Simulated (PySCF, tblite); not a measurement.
**C2H12N2Si3: geometry, infrared bands and NMR shifts**

Wanted: the infrared bands and NMR shifts of C2H12N2Si3 (`C=N[SiH2]N[SiH2]C[SiH3]`), by calculation.

The runs use tblite 0.8.0 and PySCF 2.14.0, with density-fitted response routines of our own; the level of theory stands in each step. All values are computed, except where a source is named. Atoms count from 0, in the outputs and in this text.

### Step 1. Starting geometry

19 atoms, charge 0, multiplicity 1; geometry from: force field or distance geometry start.

Bonds of the start (Å): C0–N1 1.28, N1–Si2 1.73, Si2–N3 1.81, N3–Si4 1.77, Si4–C5 1.85, C5–Si6 1.87, C0–H7 1.09, C0–H8 1.09, Si2–H9 1.46, Si2–H10 1.48, N3–H11 1.06, Si4–H12 1.47, Si4–H13 1.47, C5–H14 1.10, C5–H15 1.12, Si6–H16 1.46, Si6–H17 1.49, Si6–H18 1.48.

### Step 2. Relaxing the molecule with GFN2-xTB

What the job is given:

```
{"job": {"kind": "relax", "xc": "GFN2-xTB", "basis": "xTB"}, "charge": 0, "multiplicity": 1}
C      4.451600     0.234900     0.649600
N      3.246800     0.639000     0.808700
Si     1.943300     0.093400    -0.197200
N      0.359700     0.409600     0.627600
Si    -0.788200    -0.725000    -0.096600
C     -2.265300     0.079200    -0.868400
Si    -3.559500     0.582900     0.386500
H      5.214600     0.619400     1.326500
H      4.737800    -0.464800    -0.133100
H      1.920100     0.694600    -1.522300
H      2.050200    -1.376500    -0.338300
H      0.539100     0.221900     1.651100
H     -0.112400    -1.519200    -1.133700
H     -1.226800    -1.711900     0.906800
H     -2.044000     0.932400    -1.530600
H     -2.769800    -0.697200    -1.493500
H     -4.676600     1.293200    -0.220300
H     -4.062200    -0.670300     1.016300
H     -2.968100     1.373600     1.493400
```

The run is started by

```sh
> OMP_NUM_THREADS=1 python probes_run.py task.json out
```

This one command runs all jobs of the session in turn.

**Question.** This job is followed by: GFN2-xTB harmonic vibrations, gas phase; GIAO PBE0/pcSseg-1 NMR shielding, non-relativistic, gas phase. Predict these results of the whole session: strongest single infrared mode (GFN2-xTB); zero-point energy (GFN2-xTB); 13C shifts against TMS (PBE0/pcSseg-1); 1H shifts against TMS (PBE0/pcSseg-1, means over atoms taken as alike); 15N shifts against NH3 (PBE0/pcSseg-1); 29Si shifts against TMS (PBE0/pcSseg-1).

**Answer**, as computed:

```
                                                              quantity                                          value
                             strongest single infrared mode (GFN2-xTB)                          2240 cm⁻¹, 698 km/mol
                                          zero-point energy (GFN2-xTB)                                  80.6 kcal/mol
                                13C shifts against TMS (PBE0/pcSseg-1)                                172.0, -5.5 ppm
1H shifts against TMS (PBE0/pcSseg-1, means over atoms taken as alike)  8.84, 8.67, 5.34, 5.02, 4.08, 0.42, -0.08 ppm
                                15N shifts against NH3 (PBE0/pcSseg-1)                                423.8, 15.7 ppm
                               29Si shifts against TMS (PBE0/pcSseg-1)                        -34.6, -35.8, -77.7 ppm
```

What this shows: Relaxing lowered the energy by 0.828 eV in 242 steps; the close pair that moved most is Si2–N3, from 1.813 to 1.725 Å. No mode is imaginary among the 51: a minimum at this level. The strongest single mode, at 2240 cm⁻¹, moves mainly H17. GFN2-xTB is a fitted tight-binding method: band positions and strengths are rough. Its intensities can rank the bands wrongly. At PBE0/pcSseg-1: The largest span, 829 ppm, is at N1, where the paramagnetic term is -491 ppm.
